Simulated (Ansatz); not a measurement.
# Sn2Pb3Se5: the cost of one run

Method: DFT PBE, scalar-relativistic, plane waves, PAW, in Ansatz 0.2.0.

1 further run of the same task is left out (it didn't finish). Runs told in other sessions of the task aren't counted.

### 1 The starting structure

The structure is tetragonal, space group I4/mmm (No. 139). The conventional cell has a = 4.347 Å, b = 4.347 Å, c = 30.737 Å, α = 90.00°, β = 90.00°, γ = 90.00°. Sn (site symmetry 4mm) has 6 Se at 3.07 Å in its first shell of neighbours. Pb (site symmetry 4mm) is surrounded by 6 Se at 3.07 Å. Pb (site symmetry 4/mmm) has 6 Se at 3.07 Å in its first shell of neighbours. Around Se (site symmetry 4mm) lie 2 Pb at 3.07 Å and 4 Sn at 3.07 Å. Se (site symmetry 4/mmm) has 2 Sn at 3.07 Å and 4 Pb at 3.07 Å in its first shell of neighbours. Se (site symmetry 4mm) is surrounded by 1 Sn at 3.07 Å and 5 Pb at 3.07 Å.

Structure file:

```cif
data_structure
_symmetry_space_group_name_H-M 'I4/mmm'
_symmetry_Int_Tables_number 139
_cell_length_a 4.3469
_cell_length_b 4.3469
_cell_length_c 30.7372
_cell_angle_alpha 90.000
_cell_angle_beta 90.000
_cell_angle_gamma 90.000
_cell_volume 580.80
loop_
_atom_site_label
_atom_site_type_symbol
_atom_site_symmetry_multiplicity
_atom_site_Wyckoff_symbol
_atom_site_fract_x
_atom_site_fract_y
_atom_site_fract_z
_atom_site_occupancy
Sn1 Sn 4 e 0.00000 0.00000 0.40000 1
Pb1 Pb 4 e 0.50000 0.50000 0.30000 1
Pb2 Pb 2 a 0.00000 0.00000 0.00000 1
Se1 Se 4 e 0.50000 0.50000 0.40000 1
Se2 Se 2 b 0.50000 0.50000 0.00000 1
Se3 Se 4 e 0.50000 0.50000 0.20000 1
```

The start is an ordering of an alloy on its end members' structure types: elements ordered on the sites of the PbSe type, Pb/Sn on Pb (I4/mmm, No. 139).

### 2 The guess as it stands, on a coarse mesh

The input, input.yaml:

```yaml
crystal:
  lattice:
    - [-2.17345023, 2.17345023, 15.36861395]
    - [2.17345023, -2.17345023, 15.36861395]
    - [2.17345023, 2.17345023, -15.36861395]
  atoms:
    - { symbol: Sn, position: [0.4, 0.4, 0.0] }
    - { symbol: Sn, position: [0.6, 0.6, 0.0] }
    - { symbol: Pb, position: [0.8, 0.8, 0.0] }
    - { symbol: Pb, position: [0.0, 0.0, 0.0] }
    - { symbol: Pb, position: [0.2, 0.2, 0.0] }
    - { symbol: Se, position: [0.9, 0.9, 0.0] }
    - { symbol: Se, position: [0.5, 0.5, 0.0] }
    - { symbol: Se, position: [0.1, 0.1, 0.0] }
    - { symbol: Se, position: [0.7, 0.7, 0.0] }
    - { symbol: Se, position: [0.3, 0.3, 0.0] }
basis:
  ecutwfc: 420
kpoints:
  mp_grid: { grid: [6, 6, 6] }
hamiltonian:
  xc: pbe
scf:
  occupations: { method: gaussian, width: 0.1 }
  lower_state_search: "off"
output:
  forces: true
  stress: true
  eigenvalues: true
```

Launch:

```console
$ ansatz run input.yaml --threads 4 --pin off --max-ram 8192MiB --backend cpu --events-out ev --progress --plain --runs-dir out
```

What time and memory should one allow on 4 threads of Intel Xeon at 2.50GHz (Skylake/Cascade Lake), shared host?

About 22 s, with a peak of 1.2 GiB.
